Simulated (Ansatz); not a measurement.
I need a comparison of functionals at one structure of MnHg, space group Pm-3m. Use the Ansatz DFT code, driven from Python. Settings (first run): LDA, PAW, cutoff 420 eV, 6×6×6 k-points, Fermi-Dirac smearing of 0.15 eV, collinear spin. The script varies functional: lda, rpbe, pbe, revpbe.

```
Mn Hg
1.0
     3.31500    0.00000    0.00000
     0.00000    3.31500    0.00000
     0.00000    0.00000    3.31500
Mn Hg
1 1
Direct
  0.50000 0.50000 0.50000
  0.00000 0.00000 0.00000
```

`run_xc.py`
```python
"""One structure of MnHg under several functionals."""

import ansatz as az
import pandas as pd

lattice = az.Lattice.of(
    (3.315, 0.0, 0.0),
    (0.0, 3.315, 0.0),
    (0.0, 0.0, 3.315),
)
sites = [
    ("Mn", (0.5, 0.5, 0.5)),
    ("Hg", (0.0, 0.0, 0.0)),
]
crystal = az.Crystal(lattice=lattice)
for symbol, position in sites:
    crystal = crystal.atom(symbol, position)
crystal = crystal.moments(Mn=4)

job = (
    crystal.calculation()
    .basis(420)
    .kpoints(mesh=(6, 6, 6))
    .occupations(az.OccupationsMethod.FERMI_DIRAC, width=0.15)
    .spin(az.SpinTreatment.COLLINEAR)
    .forces()
    .stress()
)

rows = []
for value in ["lda", "rpbe", "pbe", "revpbe"]:
    r = job.functional(value).run(threads=1, backend="cpu").report
    rows.append((value, r["free_energy_ev"] / len(r["lattice"]["sites"]), r["n_iterations"], sum(r["stress_gpa"][i][i] for i in range(3)) / 3, max(abs(f) for row in r["forces_ev_ang"] for f in row), r["magnetization_mub"], r["n_kpoints"]))

table = pd.DataFrame(rows, columns=["functional", "F/atom (eV)", "iterations", "P (GPa)", "max force (eV/A)", "moment (muB)", "k-points"])
print(table.round(5).to_string(index=False))
```

```console
$ python run_xc.py
functional  F/atom (eV)  iterations   P (GPa)  max force (eV/A)  moment (muB)  k-points
       lda  -8681.34215          11 -10.13500               0.0       3.73324        20
      rpbe  -8865.48835          10   3.78349               0.0       3.89871        20
       pbe  -8855.82357          10   0.09328               0.0       3.85026        20
    revpbe  -8862.71203          10   2.82041               0.0       3.88971        20
```

From lowest to highest: LDA (-10.1 GPa), PBE (0.1 GPa), revPBE (2.8 GPa) and RPBE (3.8 GPa). At a fixed cell a lower pressure usually means a smaller equilibrium volume, so LDA prefers the smallest cell and RPBE the largest.

Other magnetic orders than the one started from may lie lower. For a metal this k-point mesh is coarse: on a finer one energies can move by several to tens of meV an atom and pressures by half a GPa or more, differences at one mesh by less. The smearing is wide enough that free energy and stress hold a thermal part of the electrons. Forces vanish by symmetry here and test nothing. Pressure is positive in compression. Spin-orbit coupling, which matters for elements this heavy, is left out. The starting cell is as deposited in a crystallographic database; the results hold for this polymorph, which needn't be the stable one. Total energies of different functionals can't be compared; pressures, moments and gaps at this one structure can. Cost: of the order of 7 core-seconds.

(Lines on the test bed's own set-up are left out of the output.)
